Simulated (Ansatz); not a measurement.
# ClH3NOSV: the cost of one run

Computed with Ansatz 0.2.0, Gaussian basis. Level: unrestricted cation, the program's frozen cores in correlated methods.

Plan: UKS PBE-D4/def2-TZVPP; UKS r2SCAN-D4/def2-TZVPP; UKS PBE0-D4/def2-TZVPP; UKS B3LYP-D4/def2-TZVPP; UKS wB97X-V/def2-TZVPP; UKS wB97M-V/def2-TZVPP; UKS B2PLYP/def2-TZVPP; UHF-CCSD(T)/def2-TZVPP; UHF-MP2/def2-QZVPP; extrapolation to the limit; then −ε(HOMO) from the neutral's earlier runs with LDA (SPW92), PBE-D4, revPBE-D4, BLYP-D4, r2SCAN-D4, B97M-V, PBE0-D4, B3LYP-D4, r2SCANh-D4, r2SCAN0-D4, HSE06-D4, BHLYP-D4, CAM-B3LYP-D4, LC-ωPBE, ωB97X-V, ωB97M-V.

**1. The geometry**

An earlier PBE0-D4 in a triple-zeta def2 set relaxation fixed the geometry.

SMILES `[NH2][V]([OH])(=[S])[Cl]`, 8 atoms, charge 0, spin multiplicity 1.

Atoms are counted from 1 here; the program's logs count them from 0.

Bond lengths: N1–V2 1.801 Å, N1–H6 1.008 Å, N1–H7 1.013 Å, V2–O3 1.747 Å, V2–S4 1.992 Å, V2–Cl5 2.166 Å, O3–H8 0.961 Å. Angles: V2–N1–H6 127.7°, V2–N1–H7 119.7°, H6–N1–H7 112.6°, N1–V2–O3 109.6°, N1–V2–S4 106.5°, N1–V2–Cl5 109.4°, O3–V2–S4 112.5°, O3–V2–Cl5 108.7°, S4–V2–Cl5 110.1°, V2–O3–H8 124.6°.

Coordinates:

```xyz
8
charge 0, multiplicity 1
N    -0.8762    1.0059    0.3170
V     0.3699   -0.1302   -0.3163
O     0.6509   -1.4004    0.8499
S    -0.3274   -0.8264   -2.0474
Cl    2.2235    0.9426   -0.6365
H    -1.6835    1.3667   -0.1663
H    -0.8228    1.3242    1.2769
H     0.5578   -2.3394    0.6669
```

**2. Cation, UKS PBE-D4/def2-TZVPP**

Input file in.yaml:

```yaml
crystal:
  periodic: [false, false, false]
  atoms:
    - {symbol: N, position_ang: [-0.876208, 1.005856, 0.316994]}
    - {symbol: V, position_ang: [0.369872, -0.130211, -0.316341]}
    - {symbol: O, position_ang: [0.650948, -1.400422, 0.849904]}
    - {symbol: S, position_ang: [-0.327381, -0.826427, -2.047427]}
    - {symbol: Cl, position_ang: [2.223504, 0.942617, -0.636500]}
    - {symbol: H, position_ang: [-1.683527, 1.366698, -0.166259]}
    - {symbol: H, position_ang: [-0.822831, 1.324152, 1.276862]}
    - {symbol: H, position_ang: [0.557823, -2.339364, 0.666867]}
basis:
  gaussian: {orbitals: def2-TZVPP}
total_charge: 1
magnetization: {spin_polarized: true, initial_magnetization: 1}
hamiltonian: {xc: pbe, dispersion: d4}
```

Launch:

```sh
$ ansatz run in.yaml --threads 2 --pin off --events-out ev --progress --plain --max-ram 22528MiB --backend cpu
```

Q: Estimate wall time and peak memory on 2 threads of AMD EPYC 7R13, shared host.

About 24 s, with a peak of 0.6 GiB.
